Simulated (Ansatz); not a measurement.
# C2H5BrSi: geometry optimisation from a Python script

What geometry does C2H5BrSi take? The task is a geometry optimisation, for C2H5BrSi. SMILES: C=C([SiH3])Br.

All numbers are computed with the Python package of Ansatz 0.2.0. Level of theory: PBE0/def2-SVP.

### Step 1. Starting point

Bond lengths: C1–C2 1.291 Å, C2–Si3 1.829 Å, C2–Br4 1.868 Å, C1–H5 1.145 Å, C1–H6 1.104 Å, Si3–H7 1.537 Å, Si3–H8 1.431 Å, Si3–H9 1.545 Å. Angles: C1–C2–Si3 123.4°, C1–C2–Br4 122.0°, Si3–C2–Br4 114.5°, C2–C1–H5 121.0°, C2–C1–H6 127.1°, H5–C1–H6 111.8°, C2–Si3–H7 110.7°, C2–Si3–H8 113.1°, C2–Si3–H9 110.9°, H7–Si3–H8 108.2°, H7–Si3–H9 105.4°, H8–Si3–H9 108.2°.

No structure file is read: the coordinates are typed or built in the script.

### Step 2. The script

c2h5brsi_opt.py

```python
'''Relax the C2H5BrSi molecule.'''

import itertools
import warnings

import ansatz as az
from ase.data import atomic_numbers, covalent_radii
import numpy as np


def main() -> None:
    warnings.simplefilter('ignore', az.DeckWarning)

    molecule = (
        az.Crystal.molecule()
        .atom('C', (-0.4421, 1.3505, -0.5119))
        .atom('C', (-0.1922, 0.0883, -0.6203))
        .atom('Si', (0.3947, -0.944, 0.7703))
        .atom('Br', (-0.3021, -0.8064, -2.2567))
        .atom('H', (-0.8471, 1.9497, -1.3999))
        .atom('H', (-0.3921, 1.9624, 0.4061))
        .atom('H', (1.8004, -1.4944, 0.4841))
        .atom('H', (-0.4687, -2.0502, 1.0529))
        .atom('H', (0.5377, -0.1022, 2.0583))
    )

    calculation = molecule.calculation()
    calculation = calculation.basis(gaussian='def2-SVP').functional('pbe0')
    symbols = [site.symbol for site in molecule.cartesian_sites]
    start = np.array([site.position_ang for site in molecule.cartesian_sites], dtype=float)
    report = calculation.relax(force_tolerance=0.01, max_steps=100).run(threads=1).report
    end = np.array(report['positions_ang'])

    for key in ('converged', 'free_energy_ev', 'reference_energy_ev', 'n_frozen', 'n_occupied', 'n_virtual'):
        print(f'{key:22s} {report[key]}')

    # pairs closer than 1.2 times the sum of covalent radii, before or after
    radius = [covalent_radii[atomic_numbers[s]] for s in symbols]
    span = lambda where, i, j: np.linalg.norm(where[i] - where[j])
    bonded = [(i, j) for i, j in itertools.combinations(range(len(symbols)), 2) if min(span(start, i, j), span(end, i, j)) < 1.2 * (radius[i] + radius[j])]
    print('pair        before    after (A)')
    for i, j in bonded:
        print(f'{symbols[i]}{i}-{symbols[j]}{j}'.ljust(10), f'{span(start, i, j):8.4f} {span(end, i, j):8.4f}')

    charges = report['charge_distribution']
    print('dipole moment', round(4.803205 * float(np.linalg.norm(charges['dipole_moment_e_ang'])), 3), 'D')
    print('Mulliken:', [(s, round(q, 3)) for s, q in zip(symbols, charges['mulliken_charges_e'])])


if __name__ == '__main__':
    main()
```

### Step 3. The calls as engine input

The package turns the script's settings into the engine's input:

```yaml
crystal:
  periodic: [false, false, false]
  atoms:
    - { symbol: C, position_ang: [-0.4421, 1.3505, -0.5119] }
    - { symbol: C, position_ang: [-0.1922, 0.0883, -0.6203] }
    - { symbol: Si, position_ang: [0.3947, -0.944, 0.7703] }
    - { symbol: Br, position_ang: [-0.3021, -0.8064, -2.2567] }
    - { symbol: H, position_ang: [-0.8471, 1.9497, -1.3999] }
    - { symbol: H, position_ang: [-0.3921, 1.9624, 0.4061] }
    - { symbol: H, position_ang: [1.8004, -1.4944, 0.4841] }
    - { symbol: H, position_ang: [-0.4687, -2.0502, 1.0529] }
    - { symbol: H, position_ang: [0.5377, -0.1022, 2.0583] }
basis:
  gaussian:
    orbitals: def2-SVP
hamiltonian:
  xc: pbe0
relax:
  f_tol: 0.01
  max_steps: 100
```

### Step 4. The run

Launch:

```console
> python c2h5brsi_opt.py
```

The log of the run:

```text
converged              True
free_energy_ev         -80051.96188213796
reference_energy_ev    -80051.96188213796
n_frozen               0
n_occupied             [33, 33]
n_virtual              [70, 70]
pair        before    after (A)
C0-C1        1.2913   1.3348
C0-H4        1.1453   1.0941
C0-H5        1.1044   1.0947
C1-Si2       1.8286   1.8805
C1-Br3       1.8683   1.9043
Si2-H6       1.5365   1.4919
Si2-H7       1.4314   1.4919
Si2-H8       1.5453   1.4943
dipole moment 1.346 D
Mulliken: [('C', -0.017), ('C', -0.335), ('Si', 0.442), ('Br', -0.052), ('H', 0.073), ('H', 0.07), ('H', -0.052), ('H', -0.052), ('H', -0.077)]
```

It took 27 s on 1 thread of Intel Xeon 6975P-C (Granite Rapids), shared host; peak memory 0.31 GiB.

Lines on the test bed's own set-up are left out of the output.

### Step 5. Size and end state of the run

The report of the run holds:

```
             item         value
SCF cycles in all            69
         orbitals           103
total energy (eV)  -80051.96188
```

### Step 6. The relaxation, step by step

Step by step:

| step | E - E(step 1) (eV) | largest force component (eV/Å) |
| --- | --- | --- |
| 1 | 0.0000 | 4.2555 |
| 2 | -0.2022 | 1.2030 |
| 3 | -0.2460 | 0.9632 |
| 4 | -0.2811 | 0.2163 |
| 5 | -0.2822 | 0.0441 |
| 6 | -0.2824 | 0.0113 |
| 7 | -0.2825 | 0.0065 |

Step 1 is the start.

Before: Bond lengths: C1–C2 1.291 Å, C2–Si3 1.829 Å, C2–Br4 1.868 Å, C1–H5 1.145 Å, C1–H6 1.104 Å, Si3–H7 1.537 Å, Si3–H8 1.431 Å, Si3–H9 1.545 Å. Angles: C1–C2–Si3 123.4°, C1–C2–Br4 122.0°, Si3–C2–Br4 114.5°, C2–C1–H5 121.0°, C2–C1–H6 127.1°, H5–C1–H6 111.8°, C2–Si3–H7 110.7°, C2–Si3–H8 113.1°, C2–Si3–H9 110.9°, H7–Si3–H8 108.2°, H7–Si3–H9 105.4°, H8–Si3–H9 108.2°.

After: Bond lengths: C1–C2 1.335 Å, C2–Si3 1.880 Å, C2–Br4 1.904 Å, C1–H5 1.094 Å, C1–H6 1.095 Å, Si3–H7 1.492 Å, Si3–H8 1.492 Å, Si3–H9 1.494 Å. Angles: C1–C2–Si3 125.9°, C1–C2–Br4 120.0°, Si3–C2–Br4 114.0°, C2–C1–H5 122.7°, C2–C1–H6 119.7°, H5–C1–H6 117.6°, C2–Si3–H7 109.7°, C2–Si3–H8 109.7°, C2–Si3–H9 108.3°, H7–Si3–H8 109.1°, H7–Si3–H9 110.0°, H8–Si3–H9 110.0°.

### Step 7. Results

| quantity | value |
| --- | --- |
| total energy | -80051.9619 eV |
| dipole moment | 1.35 D |
| moves of the relaxation | 6 |
| energy gained | 0.282 eV |
| last largest force component | 0.0065 eV/Å |

**Reading.** After 6 moves the largest shift is 0.073 Å. The end point is the stationary point reached from this start; no frequency run checks that it is a minimum, and the basis set is modest.
